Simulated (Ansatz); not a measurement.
# F3GaH2O: basis-set convergence

One table from this session's results is given with a row withheld; the runs are named, their logs left out.

Method: one geometry, several basis sets; program: Ansatz 0.2.0, Gaussian basis.

Levels to be run: PBE0-D4/def2-SVP; ωB97M-V/def2-SVP; PBE0-D4/def2-QZVPP; ωB97M-V/def2-QZVPP; the functionals' def2-TZVPP values are taken from earlier runs.

## The geometry

All runs share one geometry, relaxed beforehand with PBE0-D4 in a triple-zeta def2 set.

SMILES `[OH2+][Ga-]([F])([F])[F]`, 7 atoms, charge 0, spin multiplicity 1.

Atoms are counted from 1 here; the program's logs count them from 0.

Bond lengths: O1–Ga2 2.043 Å, O1–H6 0.966 Å, O1–H7 0.966 Å, Ga2–F3 1.753 Å, Ga2–F4 1.738 Å, Ga2–F5 1.753 Å. Angles: Ga2–O1–H6 108.7°, Ga2–O1–H7 108.6°, H6–O1–H7 107.8°, O1–Ga2–F3 93.7°, O1–Ga2–F4 106.5°, O1–Ga2–F5 93.7°, F3–Ga2–F4 118.2°, F3–Ga2–F5 118.0°, F4–Ga2–F5 118.2°.

Set-up of the first run:

Contents of in.yaml:

```yaml
crystal:
  periodic: [false, false, false]
  atoms:
    - {symbol: O, position_ang: [-0.917142, 0.631427, 0.382072]}
    - {symbol: Ga, position_ang: [0.496060, -0.591956, -0.441710]}
    - {symbol: F, position_ang: [0.952924, -1.289512, 1.100068]}
    - {symbol: F, position_ang: [-0.333994, -1.602763, -1.586139]}
    - {symbol: F, position_ang: [1.453454, 0.741424, -1.056461]}
    - {symbol: H, position_ang: [-0.925591, 0.494024, 1.338273]}
    - {symbol: H, position_ang: [-0.664410, 1.549355, 0.218297]}
basis:
  gaussian: {orbitals: def2-SVP}
hamiltonian: {xc: pbe0, dispersion: d4}
output: {orbitals: {seedname: orbitals}}
```

Command:

```
ansatz run in.yaml --threads 4 --pin off --events-out ev --progress --plain --max-ram 10444MiB
```

Steps of the session up to this table: PBE0-D4 in def2-SVP; ωB97M-V in def2-SVP; PBE0-D4 in def2-QZVPP; ωB97M-V in def2-QZVPP.

One of the session's tables, all rows but one given; the rest of the session is left out.

It belongs to the step «Functionals by basis». 

| functional | basis | HOMO (eV) |
| --- | --- | --- |
| PBE0-D4 | def2-SVP | -10.42 |
| PBE0-D4 | def2-TZVPP | -10.75 |
| PBE0-D4 | def2-QZVPP | -10.83 |
| ωB97M-V | def2-SVP | -12.92 |
| ωB97M-V | def2-TZVPP | ? |
| ωB97M-V | def2-QZVPP | -13.40 |

**Question.** Estimate the row for ωB97M-V, def2-TZVPP.

As computed: HOMO (eV): -13.31. In the column «HOMO (eV)» it lies between ωB97M-V, def2-QZVPP (-13.40) and ωB97M-V, def2-SVP (-12.92).
